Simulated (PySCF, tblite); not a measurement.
# AlH4O6Si−, a fragment of a glass network (2-ring): NMR shifts, core binding energies and electronic excitations, part 2 of 2

tblite 0.8.0 and PySCF 2.14.0. Atoms count from 0, parts from 1. Earlier steps stand in the parts before.

### 5 Core-electron binding energies: SCAN, X2C

Job settings and geometry (Å):

```
{"job": {"kind": "xps", "holes": 5, "basis": "aug-pcX-2", "basis_other": "aug-pcseg-1"}, "charge": -1, "multiplicity": 1}
O     -0.986711    -1.115719    -1.988520
Si    -0.859667    -0.092017    -0.653705
O     -2.369168     0.627684    -0.699804
O      0.416838     0.938173    -0.695726
Al     1.002095     0.251097     0.909753
O      1.000132     1.346100     2.268534
O      2.557449    -0.545593     0.863756
O     -0.474721    -0.840534     0.754873
H     -0.180668    -1.623551    -2.109667
H     -2.867693     0.278568    -1.443165
H      0.174492     1.820139     2.380143
H      2.676822    -1.147523     0.128486
```

Level: delta-SCF UKS SCAN, aug-pcX-2 on the ionised atom, aug-pcseg-1 elsewhere, spin-free X2C.

The program printed:

```text
ground state, core basis on atom 0 (O), 266 functions
  cycle   1  E = -986.63683513  |g| = 1.74e+00
  cycle   2  E = -981.66319803  |g| = 4.12e+00
  cycle   3  E = -986.98794114  |g| = 9.78e-01
  cycle   4  E = -987.18412087  |g| = 3.09e-01
  cycle   5  E = -987.20548453  |g| = 1.43e-01
  cycle   6  E = -987.20937806  |g| = 3.01e-02
  cycle   7  E = -987.20945326  |g| = 2.32e-02
  cycle   8  E = -987.20955386  |g| = 3.67e-03
  cycle   9  E = -987.20955359  |g| = 1.01e-03
  cycle  10  E = -987.20955472  |g| = 5.64e-04
  cycle  11  E = -987.20955402  |g| = 2.80e-04
  E(ground) = -987.29224794 Eh
hole in O 1s of atom 0
  cycle   1  E = -966.74680179  |g| = 2.22e+00
  cycle   2  E = -964.05840942  |g| = 2.74e+00
  cycle   3  E = -966.98474365  |g| = 1.14e+00
  cycle   4  E = -967.50453348  |g| = 3.87e-01
  cycle   5  E = -967.55021375  |g| = 1.49e-01
  cycle   6  E = -967.55617967  |g| = 8.84e-02
  cycle   7  E = -967.55904448  |g| = 2.45e-02
  cycle   8  E = -967.55926617  |g| = 4.92e-03
  cycle   9  E = -967.55927143  |g| = 3.27e-03
  cycle  10  E = -967.55927567  |g| = 1.18e-03
  cycle  11  E = -967.55927722  |g| = 6.83e-04
  cycle  12  E = -967.55927823  |g| = 2.54e-04
  E(ion) = -967.64322964 Eh   <S^2> = 0.7619   hole on atom = 1.000   binding energy = 534.677 eV
ground state, core basis on atom 3 (O), 266 functions
  cycle   1  E = -987.20772688  |g| = 1.38e-01
  cycle   2  E = -987.20126470  |g| = 2.15e-01
  cycle   3  E = -987.20928199  |g| = 4.48e-02
  cycle   4  E = -987.20950015  |g| = 2.84e-02
  cycle   5  E = -987.20964640  |g| = 3.09e-03
  cycle   6  E = -987.20964660  |g| = 9.54e-04
  cycle   7  E = -987.20964732  |g| = 2.37e-04
  E(ground) = -987.29329937 Eh
hole in O 1s of atom 3
  cycle   1  E = -966.81955734  |g| = 2.23e+00
  cycle   2  E = -966.28600879  |g| = 2.27e+00
  cycle   3  E = -967.53440803  |g| = 5.94e-01
  cycle   4  E = -967.55219361  |g| = 5.23e-01
  cycle   5  E = -967.65442270  |g| = 9.11e-02
  cycle   6  E = -967.65623603  |g| = 6.01e-02
  cycle   7  E = -967.65757764  |g| = 7.23e-03
  cycle   8  E = -967.65758363  |g| = 5.86e-03
  cycle   9  E = -967.65759881  |g| = 1.31e-03
  cycle  10  E = -967.65759958  |g| = 3.97e-04
  E(ion) = -967.74215259 Eh   <S^2> = 0.7631   hole on atom = 1.000   binding energy = 532.014 eV
ground state, core basis on atom 4 (Al), 277 functions
  cycle   1  E = -987.25581513  |g| = 2.58e-01
  cycle   2  E = -987.24879236  |g| = 2.22e-01
  cycle   3  E = -987.25235573  |g| = 1.72e-01
  cycle   4  E = -987.25785850  |g| = 3.26e-02
  cycle   5  E = -987.25804801  |g| = 6.96e-03
  cycle   6  E = -987.25805574  |g| = 1.66e-03
  cycle   7  E = -987.25805371  |g| = 7.47e-04
  cycle   8  E = -987.25805486  |g| = 1.11e-04
  E(ground) = -987.30836381 Eh
hole in Al 2p of atom 4
  cycle   1  E = -984.20713709  |g| = 1.09e+00
  cycle   2  E = -984.21585783  |g| = 9.24e-01
  cycle   3  E = -984.43869398  |g| = 3.10e-01
  cycle   4  E = -984.47370898  |g| = 9.47e-02
  cycle   5  E = -984.47623442  |g| = 3.51e-02
  cycle   6  E = -984.47671011  |g| = 1.45e-02
  cycle   7  E = -984.47678128  |g| = 5.64e-03
  cycle   8  E = -984.47679184  |g| = 1.67e-03
  cycle   9  E = -984.47679285  |g| = 4.46e-04
  E(ion) = -984.53260727 Eh   <S^2> = 0.7516   hole on atom = 1.004   binding energy = 75.532 eV
  2p3/2 = 75.308 eV   2p1/2 = 75.742 eV
ground state, core basis on atom 5 (O), 266 functions
  cycle   1  E = -987.20746124  |g| = 1.07e-01
  cycle   2  E = -987.20587782  |g| = 1.12e-01
  cycle   3  E = -987.20752338  |g| = 5.28e-02
  cycle   4  E = -987.20799348  |g| = 3.50e-03
  cycle   5  E = -987.20799543  |g| = 1.52e-03
  cycle   6  E = -987.20799743  |g| = 2.36e-04
  E(ground) = -987.29063727 Eh
hole in O 1s of atom 5
  cycle   1  E = -966.80470758  |g| = 2.22e+00
  cycle   2  E = -964.88525289  |g| = 2.50e+00
  cycle   3  E = -967.30915902  |g| = 8.55e-01
  cycle   4  E = -967.55537868  |g| = 4.16e-01
  cycle   5  E = -967.60999752  |g| = 1.25e-01
  cycle   6  E = -967.61503158  |g| = 4.98e-02
  cycle   7  E = -967.61581831  |g| = 2.11e-02
  cycle   8  E = -967.61597924  |g| = 4.69e-03
  cycle   9  E = -967.61598775  |g| = 2.97e-03
  cycle  10  E = -967.61598886  |g| = 1.24e-03
  cycle  11  E = -967.61598949  |g| = 2.99e-04
  E(ion) = -967.69967147 Eh   <S^2> = 0.7616   hole on atom = 1.000   binding energy = 533.097 eV
ground state, core basis on atom 6 (O), 266 functions
  cycle   1  E = -987.20583915  |g| = 1.31e-01
  cycle   2  E = -987.20121458  |g| = 1.86e-01
  cycle   3  E = -987.20724705  |g| = 3.62e-02
  cycle   4  E = -987.20747716  |g| = 6.47e-03
  cycle   5  E = -987.20748327  |g| = 1.37e-03
  cycle   6  E = -987.20748624  |g| = 2.40e-04
  E(ground) = -987.29055331 Eh
hole in O 1s of atom 6
  cycle   1  E = -966.79991502  |g| = 2.22e+00
  cycle   2  E = -964.86009922  |g| = 2.51e+00
  cycle   3  E = -967.27873087  |g| = 8.87e-01
  cycle   4  E = -967.55071467  |g| = 4.16e-01
  cycle   5  E = -967.60556276  |g| = 1.22e-01
  cycle   6  E = -967.61013549  |g| = 5.37e-02
  cycle   7  E = -967.61109760  |g| = 2.05e-02
  cycle   8  E = -967.61124947  |g| = 4.60e-03
  cycle   9  E = -967.61125853  |g| = 1.08e-03
  cycle  10  E = -967.61126010  |g| = 9.62e-04
  cycle  11  E = -967.61125908  |g| = 3.57e-04
  E(ion) = -967.69635418 Eh   <S^2> = 0.7618   hole on atom = 1.000   binding energy = 533.185 eV
```

It took 85 s on 1 thread of Arm Neoverse V2, shared host; peak memory 0.96 GiB.

The holes in one table. −ε is the ground-state orbital energy:

```
       hole  stands for              environment  ΔSCF (eV; 2p as the shell's mean)  −ε (eV)   ⟨S²⟩
  O1s on O0          O0   oxygen bonded to Si, H                             534.68    512.8  0.762
  O1s on O3      O3, O7  oxygen bonded to Al, Si                             532.01    510.8  0.763
Al2p on Al4         Al4                                                       75.45     65.4  0.752
  O1s on O5          O5   oxygen bonded to Al, H                             533.10    511.2  0.762
  O1s on O6          O6   oxygen bonded to Al, H                             533.19    511.3  0.762
```

Each hole run stands for the others of its class of like atoms.

With the spin-orbit splitting: Al4 2p3/2 75.31, 2p1/2 75.74 eV. The table gives each 2p level as the mean over the whole 2p shell (two parts 2p3/2, one part 2p1/2), which differs a little from the single hole in the log.

### 6 TDDFT and polarisability: CAM-B3LYP/def2-SVPD

The job, as its differences from that of step 5:

```diff
@@ -1,2 +1,2 @@
-{"job": {"kind": "xps", "holes": 5, "basis": "aug-pcX-2", "basis_other": "aug-pcseg-1"}, "charge": -1, "multiplicity": 1}
+{"job": {"kind": "uv", "xc": "CAM-B3LYP", "basis": "def2-SVPD", "nstates": 6, "ntriplets": 2, "ip": true}, "charge": -1, "multiplicity": 1}
 O     -0.986711    -1.115719    -1.988520
```

Method: TDDFT CAM-B3LYP/def2-SVPD, vertical, gas phase, core orbitals frozen in the response.

The program printed:

```text
coarse grid: 12248 points
cycle   1  E = -984.8852551527  dE =  1.049e+00  |g| = 1.624e+00  |ddm| = 5.098e+00
cycle   2  E = -984.5381292989  dE =  3.471e-01  |g| = 2.156e+00  |ddm| = 4.929e+00
cycle   3  E = -985.3930743735  dE = -8.549e-01  |g| = 9.678e-02  |ddm| = 2.476e+00
cycle   4  E = -985.3941356042  dE = -1.061e-03  |g| = 6.705e-02  |ddm| = 1.974e-01
cycle   5  E = -985.3949396118  dE = -8.040e-04  |g| = 7.359e-03  |ddm| = 7.739e-02
cycle   6  E = -985.3949523558  dE = -1.274e-05  |g| = 1.229e-03  |ddm| = 2.156e-02
cycle   7  E = -985.3949528250  dE = -4.692e-07  |g| = 6.419e-04  |ddm| = 4.863e-03
final grid: 112552 points
cycle   8  E = -985.5672089021  dE = -2.810e-05  |g| = 1.902e-03  |ddm| = 4.695e-02
cycle   9  E = -985.5672089235  dE = -2.141e-08  |g| = 2.183e-03  |ddm| = 5.456e-03
cycle  10  E = -985.5672097694  dE = -8.460e-07  |g| = 2.932e-04  |ddm| = 2.154e-03
cycle  11  E = -985.5672097897  dE = -2.029e-08  |g| = 8.593e-05  |ddm| = 5.846e-04
cycle  12  E = -985.5672097912  dE = -1.460e-09  |g| = 4.430e-05  |ddm| = 1.759e-04
cycle  13  E = -985.5672097916  dE = -3.752e-10  |g| = 1.131e-05  |ddm| = 5.704e-05
converged SCF energy = -985.5672097916

Static polarisability (au): isotropic 69.374, principal 62.101 68.921 77.099

Singlet excitations
state   eV       nm        f      main configurations
  1   5.9735    207.6   0.00061   H->L 0.88
  2   6.2336    198.9   0.03341   H-1->L 0.93
  3   6.5192    190.2   0.00289   H-2->L 0.28, H-4->L 0.21, H->L+1 0.15
  4   6.6883    185.4   0.02947   H-4->L 0.20, H-2->L 0.19, H-2->L+2 0.09
  5   6.8500    181.0   0.05818   H-3->L 0.55, H-4->L 0.22
  6   7.1671    173.0   0.01478   H->L+1 0.54, H-2->L+1 0.11, H->L+2 0.09

Triplet excitations (Tamm-Dancoff, eV): 5.8391 6.1210
Vertical ionisation energy (delta-SCF) = 5.9099 eV
```

It took 4.2 min on 1 thread of Arm Neoverse V2, shared host; peak memory 1.2 GiB.

The orbitals next to the gap, with their largest atomic shares:

```
orbital     eV                        atoms
 HOMO−3  -5.94    O6 27 %, O5 23 %, O3 20 %
 HOMO−2  -5.86    O5 52 %, O6 11 %, O3 10 %
 HOMO−1  -5.32    O7 43 %, O3 43 %, Al4 6 %
   HOMO  -5.11    O7 32 %, O3 32 %, O5 13 %
   LUMO   3.55  Al4 32 %, Si1 18 %, O0 13 %
 LUMO+1   4.29   Al4 22 %, O2 21 %, O0 14 %
 LUMO+2   4.70    O0 26 %, H8 13 %, O2 12 %
```

With each of the 6 states as a Gaussian band of 0.4 eV half-width at 1/e, the curve within the window shown has maxima at 183 nm (ε 3,900) L/(mol cm). Beyond the last state computed it falls off for lack of states. The curve at chosen wavelengths:

nm, ε (L/mol/cm) and a bar:
```
      166        586 ####
      169       1135 #########
      171       1620 ############
      174       2452 ###################
      176       2998 #######################
      179       3640 ############################
      181       3877 ##############################
      184       3904 ##############################
      186       3740 #############################
      189       3337 ##########################
      192       2883 ######################
      194       2599 ####################
      197       2212 #################
      199       1972 ###############
      202       1620 ############
      204       1388 ###########
      207       1053 ########
      210        752 ######
      212        580 ####
      215        374 ###
      217        270 ##
      220        158 #
      222        107 #
      225         58 
      227         37 
      230         19
```

Ground-state properties from the same run:

```
           property  computed
polarisability (Å³)     10.28
 HOMO–LUMO gap (eV)      8.66
      −ε(HOMO) (eV)      5.11
```

### 7 Summary of results

What follows sums up all 2 parts.

| quantity | value |
| --- | --- |
| rotational constants (main isotopes) | 2.80, 1.04, 0.89 GHz |
| shieldings of H, O (PBE0/aug-pcSseg-1, a mean where the table joins atoms) | H9 30.7, H8 31.0, H10 32.5, H11 32.8, O3 212.3, O0 270.7, O2 281.4, O6 314.3 ppm and more |
| O1s binding energies, SCAN/aug-pcX-2 (standing for 5 of 6 atoms) | O0 534.68, O6 533.19, O5 533.10, O3 532.01 eV |
| Al2p binding energies, SCAN/aug-pcX-2 | Al4 75.45 eV |
| lowest singlet (CAM-B3LYP/def2-SVPD) | 5.97 eV (208 nm), f = 0.001 |
| brightest single state of those computed | state 5, 6.85 eV, f = 0.058 |
| lowest triplet | 5.84 eV |
| vertical ionisation energy (ΔSCF) | 5.91 eV |

**Reading.** The start of the PBE0/def2-SVP relaxation was shaken at random by about 0.01 Å, so part of the energy gained, and of the first lengths quoted, undoes that. Relaxing lowered the energy by 0.277 eV in 5 steps; the close pair that moved most is Al4–O6, from 1.699 to 1.748 Å (PBE0/def2-SVP). At PBE0/aug-pcSseg-1: The largest span, 95 ppm, is at Al4, where the paramagnetic term is -316 ppm. At SCAN/aug-pcX-2: The O1s levels kept as sound span 2.66 eV, from O3 (oxygen bonded to Al, Si) up to O0 (oxygen bonded to Si, H). Only 5 of the 6 O atoms are covered by sound results. The lowest singlet, at 5.97 eV, is HOMO→LUMO 0.88 and is dark; of the 6 states computed, the strongest absorption comes from state 5 at 6.85 eV. The lowest triplet lies 0.13 eV below the lowest singlet (triplets in Tamm-Dancoff, singlets in full TDDFT). In the gas-phase run even the lowest singlet lies above the computed detachment energy of this anion, so its states are not to be taken as bound. At CAM-B3LYP/def2-SVPD, all states lie near or above the ionisation energy, where they hang on the basis. The orbital energy would give 5.11 eV for ionisation, ΔSCF gives 5.91 eV. A capped cluster stands for the solid here, so long-range fields and strain are missing, and bands or shifts of the capping hydrogens have no counterpart in it.
